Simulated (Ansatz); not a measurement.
# H3NO2Si: the cost of one run

Computed with Ansatz 0.2.0, Gaussian basis. Level: PBE0-D4/def2-TZVP structures, single points in def2-TZVPP, no counterpoise correction.

Levels: SPW92, PBE-D4, BLYP-D4, r2SCAN-D4, B97M-V, PBE0-D4, B3LYP-D4, r2SCAN0-D4, BHLYP-D4, CAM-B3LYP-D4, wB97X-V, wB97M-V, B2PLYP, PBE-QIDH, RPA on PBE, Hartree-Fock, MP2, CCSD, CCSD(T).

Cores are frozen in the correlated methods. B3LYP uses VWN-RPA correlation. B2PLYP carries no dispersion term here.

94 further runs of the same task are left out: 94 set aside as unsound or not needed.

**1. Where the work starts**

The complex: 9 atoms, charge 0, spin multiplicity 1.

Atoms are counted from 1 here; the program's logs count them from 0.

Bond lengths: Si1–N3 1.589 Å, Si1–O5 1.608 Å, Si1–O6 1.604 Å, F2–H4 0.997 Å, N3–H7 1.005 Å, O5–H8 0.961 Å, O6–H9 0.980 Å. Angles: N3–Si1–O5 129.9°, N3–Si1–O6 118.9°, O5–Si1–O6 111.1°, Si1–N3–H7 127.2°, Si1–O5–H8 117.8°, Si1–O6–H9 109.8°.

Geometry (Å):

| atom | x (Å) | y (Å) | z (Å) |
| --- | --- | --- | --- |
| Si1 | -0.5102 | 0.3676 | 0.0544 |
| F2 | 1.8781 | -1.4913 | -0.0758 |
| N3 | 0.6861 | 0.5152 | -0.9817 |
| H4 | 1.5736 | -0.6831 | -0.5732 |
| O5 | -1.8305 | 1.2665 | 0.2420 |
| O6 | -0.4752 | -0.8373 | 1.1127 |
| H7 | 0.7909 | 1.2175 | -1.6933 |
| H8 | -2.4485 | 1.0158 | 0.9341 |
| H9 | 0.3357 | -1.3709 | 0.9808 |

Its parts: H₃NO₂Si holds atoms 1, 3, 5, 6, 7, 8, 9; HF holds atoms 2, 4. Each part counts its atoms afresh in its own runs.

**2. Relaxing H₃NO₂Si alone**

relax-a/in.yaml

```yaml
crystal:
  periodic: [false, false, false]
  atoms:
    - {symbol: Si, position_ang: [-0.510169, 0.367617, 0.054366]}
    - {symbol: N, position_ang: [0.686088, 0.515198, -0.981676]}
    - {symbol: O, position_ang: [-1.830501, 1.266450, 0.241988]}
    - {symbol: O, position_ang: [-0.475204, -0.837253, 1.112744]}
    - {symbol: H, position_ang: [0.790926, 1.217512, -1.693298]}
    - {symbol: H, position_ang: [-2.448490, 1.015827, 0.934059]}
    - {symbol: H, position_ang: [0.335690, -1.370856, 0.980756]}
basis:
  gaussian: {orbitals: def2-TZVP}
hamiltonian: {xc: pbe0, dispersion: d4}
relax: {f_tol: 0.005, max_steps: 200}
```

Started as:

```bash
ansatz run in.yaml --threads 4 --pin off --events-out ev --progress --plain --max-ram 9574MiB
```

**Question.** How long does this run take on 4 threads of Intel Xeon at 2.50GHz, shared host?

About 23 s.
